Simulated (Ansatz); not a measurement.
# C3H8Cl3NTi: basis-set convergence

The task here is to estimate one member of a computed series from the others.

The runs use Ansatz 0.2.0, Gaussian basis; one geometry, several basis sets.

Plan: PBE0-D4/def2-SVP; ωB97M-V/def2-SVP; PBE0-D4/def2-QZVPP; ωB97M-V/def2-QZVPP; the functionals' def2-TZVPP values are taken from earlier runs.

**Structure used throughout**

The geometry comes from an earlier relaxation with PBE0-D4 in a triple-zeta def2 set; it is a stationary point, not always the lowest conformer.

SMILES `CC[N](C)[Ti]([Cl])([Cl])[Cl]`, 16 atoms, charge 0, spin multiplicity 1.

Atoms are counted from 1 here; the program's logs count them from 0.

Bond lengths: C1–C2 1.518 Å, C1–H9 1.092 Å, C1–H10 1.092 Å, C1–H11 1.091 Å, C2–N3 1.457 Å, C2–H12 1.098 Å, C2–H13 1.098 Å, N3–C4 1.442 Å, N3–Ti5 1.824 Å, C4–H14 1.089 Å, C4–H15 1.095 Å, C4–H16 1.097 Å, Ti5–Cl6 2.188 Å, Ti5–Cl7 2.206 Å, Ti5–Cl8 2.207 Å. Angles: C2–C1–H9 109.8°, C2–C1–H10 110.4°, C2–C1–H11 111.7°, H9–C1–H10 108.3°, H9–C1–H11 107.7°, H10–C1–H11 108.7°, C1–C2–N3 113.6°, C1–C2–H12 109.0°, C1–C2–H13 111.3°, N3–C2–H12 108.6°, N3–C2–H13 108.4°, H12–C2–H13 105.6°, C2–N3–C4 116.3°, C2–N3–Ti5 111.6°, C4–N3–Ti5 132.1°, N3–C4–H14 110.2°, N3–C4–H15 111.2°, N3–C4–H16 110.2° and more.

As a file:

```mol
C3H8Cl3NTi
  3D, bonds by distance, orders not assigned

 16 15  0  0  0  0  0  0  0  0999 V2000
   -0.2207   -1.3128   -1.4443 C   0  0
    0.7073   -0.5736   -0.4980 C   0  0
    0.0074    0.2205    0.5029 N   0  0
   -0.7253   -0.5158    1.5027 C   0  0
    0.3020    2.0057    0.2713 Ti  0  0
   -0.8746    3.0708    1.7781 Cl  0  0
    2.4628    2.3653    0.5323 Cl  0  0
   -0.3196    2.5343   -1.7794 Cl  0  0
    0.3647   -1.8497   -2.1932 H   0  0
   -0.8773   -0.6101   -1.9607 H   0  0
   -0.8365   -2.0436   -0.9171 H   0  0
    1.3576    0.0915   -1.0815 H   0  0
    1.3827   -1.2672    0.0205 H   0  0
   -1.1395    0.1663    2.2434 H   0  0
   -1.5513   -1.0784    1.0553 H   0  0
   -0.0624   -1.2259    2.0121 H   0  0
  1  2  8  0
  2  3  8  0
  3  4  8  0
  3  5  8  0
  5  6  8  0
  5  7  8  0
  5  8  8  0
  1  9  8  0
  1 10  8  0
  1 11  8  0
  2 12  8  0
  2 13  8  0
  4 14  8  0
  4 15  8  0
  4 16  8  0
M  END
```

The first run:

The input, in.yaml:

```yaml
crystal:
  periodic: [false, false, false]
  atoms:
    - {symbol: C, position_ang: [-0.220743, -1.312804, -1.444295]}
    - {symbol: C, position_ang: [0.707302, -0.573610, -0.498047]}
    - {symbol: N, position_ang: [0.007397, 0.220457, 0.502926]}
    - {symbol: C, position_ang: [-0.725296, -0.515780, 1.502714]}
    - {symbol: Ti, position_ang: [0.302032, 2.005684, 0.271291]}
    - {symbol: Cl, position_ang: [-0.874624, 3.070753, 1.778070]}
    - {symbol: Cl, position_ang: [2.462813, 2.365270, 0.532338]}
    - {symbol: Cl, position_ang: [-0.319607, 2.534321, -1.779361]}
    - {symbol: H, position_ang: [0.364720, -1.849746, -2.193175]}
    - {symbol: H, position_ang: [-0.877327, -0.610133, -1.960702]}
    - {symbol: H, position_ang: [-0.836460, -2.043570, -0.917104]}
    - {symbol: H, position_ang: [1.357606, 0.091475, -1.081462]}
    - {symbol: H, position_ang: [1.382715, -1.267200, 0.020463]}
    - {symbol: H, position_ang: [-1.139534, 0.166323, 2.243437]}
    - {symbol: H, position_ang: [-1.551325, -1.078374, 1.055332]}
    - {symbol: H, position_ang: [-0.062369, -1.225867, 2.012076]}
basis:
  gaussian: {orbitals: def2-SVP}
hamiltonian: {xc: pbe0, dispersion: d4}
output: {orbitals: {seedname: orbitals}}
```

Run with:

```bash
ansatz run in.yaml --threads 4 --pin off --events-out ev --progress --plain --max-ram 41984MiB --backend cpu
```

Steps of the session up to this table: PBE0-D4 in def2-SVP; ωB97M-V in def2-SVP; PBE0-D4 in def2-QZVPP; ωB97M-V in def2-QZVPP.

One table of the session follows, with a row left open; its other results are not shown here.

It belongs to the step «Functionals by basis». 

```
functional       basis  HOMO (eV)  LUMO (eV)
   PBE0-D4    def2-SVP      -7.55      -2.84
   PBE0-D4  def2-TZVPP      -7.59      -2.82
   PBE0-D4  def2-QZVPP          ?          ?
   ωB97M-V    def2-SVP      -9.73      -0.62
   ωB97M-V  def2-TZVPP      -9.81      -0.65
   ωB97M-V  def2-QZVPP      -9.84      -0.68
```

Estimate the missing values for PBE0-D4, def2-QZVPP.

As computed: HOMO (eV): -7.61; LUMO (eV): -2.84. In the column «HOMO (eV)» it lies between ωB97M-V, def2-SVP (-9.73) and PBE0-D4, def2-TZVPP (-7.59).
